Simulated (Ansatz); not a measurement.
**SiO2: further runs on the relaxed cell**

One table from this session's results is given with a row withheld; the runs are named, their logs left out.

Method: DFT LDA, scalar-relativistic, plane waves, PAW, in Ansatz 0.2.0.

## The starting structure

Symmetry: I4/mmm, No. 139, tetragonal system. The conventional cell has a = 12.994 Å, b = 12.994 Å, c = 5.233 Å, α = 90.00°, β = 90.00°, γ = 90.00°. Si (site symmetry m) is surrounded by 4 O at 1.60 to 1.61 Å. O (site symmetry 2) has 2 Si at 1.61 Å in its first shell of neighbours. Around O (site symmetry m2m) lie 2 Si at 1.60 Å. O (site symmetry m2m) has 2 Si at 1.61 Å in its first shell of neighbours.

Coordinates:

```
CELL_PARAMETERS angstrom
-6.49702 6.49702 2.61648
6.49702 -6.49702 2.61648
6.49702 6.49702 -2.61648
ATOMIC_POSITIONS crystal
Si 0.21016 0.38126 0.59142
Si 0.38126 0.78984 0.17111
Si 0.61874 0.21016 0.82889
Si 0.78984 0.38126 0.17111
Si 0.21016 0.61874 0.82889
Si 0.78984 0.61874 0.40858
Si 0.38126 0.21016 0.59142
Si 0.61874 0.78984 0.40858
O 0.89274 0.10726 0.50000
O 0.10726 0.60726 0.21453
O 0.39274 0.89274 0.78547
O 0.60726 0.39274 0.50000
O 0.10726 0.89274 0.50000
O 0.89274 0.39274 0.78547
O 0.60726 0.10726 0.21453
O 0.39274 0.60726 0.50000
O 0.24309 0.50000 0.74309
O 0.50000 0.75691 0.25691
O 0.50000 0.24309 0.74309
O 0.75691 0.50000 0.25691
O 0.31330 0.31330 0.62659
O 0.31330 0.68670 0.00000
O 0.68670 0.31330 0.00000
O 0.68670 0.68670 0.37341
```

It goes back to an entry of the Materials Project, which need not be the stable form.

It is the result of an earlier relaxation at this level (volume 18.41 Å³/atom; gap on the mesh: 5.50 eV).

Set-up of the first run:

Contents of input.yaml:

```yaml
crystal:
  lattice:
    - [-6.4313902749, 6.4313902749, 2.5900510282]
    - [6.4313902749, -6.4313902749, 2.5900510282]
    - [6.4313902749, 6.4313902749, -2.5900510282]
  atoms:
    - { symbol: Si, position: [0.2101596134, 0.3812648828, 0.5914244962] }
    - { symbol: Si, position: [0.3812648828, 0.7898403866, 0.1711052694] }
    - { symbol: Si, position: [0.6187351172, 0.2101596134, 0.8288947306] }
    - { symbol: Si, position: [0.7898403866, 0.3812648828, 0.1711052694] }
    - { symbol: Si, position: [0.2101596134, 0.6187351172, 0.8288947306] }
    - { symbol: Si, position: [0.7898403866, 0.6187351172, 0.4085755038] }
    - { symbol: Si, position: [0.3812648828, 0.2101596134, 0.5914244962] }
    - { symbol: Si, position: [0.6187351172, 0.7898403866, 0.4085755038] }
    - { symbol: O, position: [0.8927359016, 0.1072640984, 0.5] }
    - { symbol: O, position: [0.1072640984, 0.6072640984, 0.2145281968] }
    - { symbol: O, position: [0.3927359016, 0.8927359016, 0.7854718032] }
    - { symbol: O, position: [0.6072640984, 0.3927359016, 0.5] }
    - { symbol: O, position: [0.1072640984, 0.8927359016, 0.5] }
    - { symbol: O, position: [0.8927359016, 0.3927359016, 0.7854718032] }
    - { symbol: O, position: [0.6072640984, 0.1072640984, 0.2145281968] }
    - { symbol: O, position: [0.3927359016, 0.6072640984, 0.5] }
    - { symbol: O, position: [0.2430949025, 0.5, 0.7430949025] }
    - { symbol: O, position: [0.5, 0.7569050975, 0.2569050975] }
    - { symbol: O, position: [0.5, 0.2430949025, 0.7430949025] }
    - { symbol: O, position: [0.7569050975, 0.5, 0.2569050975] }
    - { symbol: O, position: [0.3132954447, 0.3132954447, 0.6265908894] }
    - { symbol: O, position: [0.3132954447, 0.6867045553, 0.0] }
    - { symbol: O, position: [0.6867045553, 0.3132954447, 0.0] }
    - { symbol: O, position: [0.6867045553, 0.6867045553, 0.3734091106] }
basis:
  ecutwfc: 420
kpoints:
  mp_grid: { grid: [6, 6, 6] }
hamiltonian:
  xc: lda
scf:
  occupations: { method: gaussian, width: 0.02 }
output:
  forces: true
  stress: true
  eigenvalues: true
relax:
  adjacent_minimum: "off"
  f_tol: 0.01
  max_steps: 30
  cell: { stress_tol: 0.1, fix: [volume] }
```

On the command line:

```sh
$ ansatz run input.yaml --threads 4 --pin off --max-ram 10240MiB --backend cpu --events-out ev --progress --plain --runs-dir out
```

Steps of the session up to this table: The cell scaled to 0.97 of its volume; Volume × 1.03; Point at V/V0 = 0.94; Volume × 1.06; Volume × 0.91; Volume × 1.10; Volume × 0.88.

One table of the session follows, with a row left open; its other results are not shown here.

It belongs to the step «Equation of state». 

| volume (Å³/atom) | energy above the lowest point (meV/atom) | pressure (GPa) | gap on the mesh (eV) |
| --- | --- | --- | --- |
| 16.199 | 28.4 | 4.34 | 5.64 |
| 16.751 | 15.7 | 3.10 | 5.59 |
| 17.303 | 6.9 | 2.04 | 5.55 |
| 17.855 | 1.7 | 1.03 | 5.52 |
| 18.408 | 0.0 | -0.04 | 5.50 |
| 18.960 | 2.9 | -1.74 | 5.47 |
| 19.512 | ? | ? | ? |
| 20.248 | 39.1 | -7.28 | 5.26 |

Estimate the missing values for volume (Å³/atom) = 19.512.

Worked estimate for «energy above the lowest point (meV/atom)». A straight line through the neighbours (18.960, 2.9) and (20.248, 39.1) gives 2.9 + (39.1 − 2.9) × (19.512 − 18.960) / (20.248 − 18.960) = 18.4; a parabola fitted to 3 rows on both sides gives 13.4.

As computed: energy above the lowest point (meV/atom): 12.8; pressure (GPa): -4.11; gap on the mesh (eV): 5.41. In «energy above the lowest point (meV/atom)» the line misses by +5.6 and the parabola by +0.6.

Limits of these values: Warnings in the runs' records: xc potential rough in thin density.
